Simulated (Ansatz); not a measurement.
# AlGaHCl (singlet): from Hartree-Fock to the top rungs at a displaced geometry (v2), cc-pVDZ

An exercise on one series of results from a longer session: the logs are not shown, and one member is left open.

Program: Ansatz 0.2.0, Gaussian basis. Level of theory: cc-pVDZ, core rule «outside noble gas», up to 24 orbitals frozen. These are calculated values, not measurements.

To be run: UHF; CCSD(T) on RHF; CCSD(T) on UHF; BCCD(T) on RHF; CISD; CCSDT(Q) on RHF; CCSDT(Q) on UHF; CASSCF and MRCISD+Q, 8 electrons in 8 orbitals; CASSCF and NEVPT2, 8 electrons in 8 orbitals.

21 further runs of the same task are left out: 1 for a known fault of the program, 7 that didn't finish, 13 set aside as unsound or not needed. Runs told in other sessions of the task aren't counted.

### What is computed

The geometry is a PBE0/def2-TZVP stationary point (not a proven minimum) with its atoms shifted at random (size 0.100 Å). No spin-orbit coupling is included. The filled d shell of Ga may be among the frozen orbitals whatever the setting's name suggests.

4 atoms, charge 0, spin multiplicity 1.

Atoms are counted from 1 here; the program's logs count them from 0.

Bond lengths: Al1–Ga2 2.723 Å, Al1–H4 1.581 Å, Ga2–Cl3 2.204 Å. Angles: Ga2–Al1–H4 97.7°, Al1–Ga2–Cl3 135.8°.

Set-up of the first run:

The input, in.yaml:

```yaml
crystal:
  periodic: [false, false, false]
  atoms:
    - {symbol: Al, position_ang: [0.109860, -0.532204, 2.543306]}
    - {symbol: Ga, position_ang: [-0.055014, 0.422313, -0.002079]}
    - {symbol: Cl, position_ang: [0.021606, -0.449980, -2.025074]}
    - {symbol: H, position_ang: [0.104715, 0.861060, 3.291492]}
basis:
  gaussian: {orbitals: cc-pVDZ}
magnetization: {spin_polarized: true, initial_magnetization: 0}
hamiltonian: {xc: hf}
output: {orbitals: {seedname: orbitals}}
```

On the command line:

```console
> ansatz run in.yaml --threads 1 --pin off --events-out ev --progress --plain --max-ram 2393MiB
```

Steps of the session up to this table: UHF; CCSD(T) on RHF; CCSD(T) on UHF; BCCD(T) on RHF; CISD; CCSDT(Q) on RHF; CCSDT(Q) on UHF; CASSCF and MRCISD+Q, 8 electrons in 8 orbitals; CASSCF and NEVPT2, 8 electrons in 8 orbitals.

One table of the session follows, with a row left open; its other results are not shown here.

```
           method  from RCCSDT(Q) (kcal/mol)
              RHF                    +181.86
              UHF                    +179.33
             RMP2                     +31.66
             UMP2                     +37.20
            RCCSD                      +6.27
            UCCSD                          ?
         RCCSD(T)                      +1.27
         UCCSD(T)                      +1.74
          BCCD(T)                      +1.23
           RCCSDT                      +0.45
           UCCSDT                      +0.60
        RCCSDT(Q)                          0
        UCCSDT(Q)                      +0.07
  CASSCF frontier                    +146.34
  NEVPT2 frontier                     +27.94
  MRCISD frontier                     +16.31
MRCISD+Q frontier                      +2.58
```

Estimate the missing values for UCCSD.

The run gave: from RCCSDT(Q) (kcal/mol): +7.15. In the column «from RCCSDT(Q) (kcal/mol)» it lies between RCCSD (+6.27) and MRCISD frontier (+16.31).

Not comparable, so not listed: CISD (they don't share determinant, frozen orbitals or solution with the rows shown, or repeat one).

Caveats from the session: Restricted and unrestricted rows rest on different reference determinants; a gap between their highest levels can come from leftover correlation error, from unlike frozen cores or from another state.
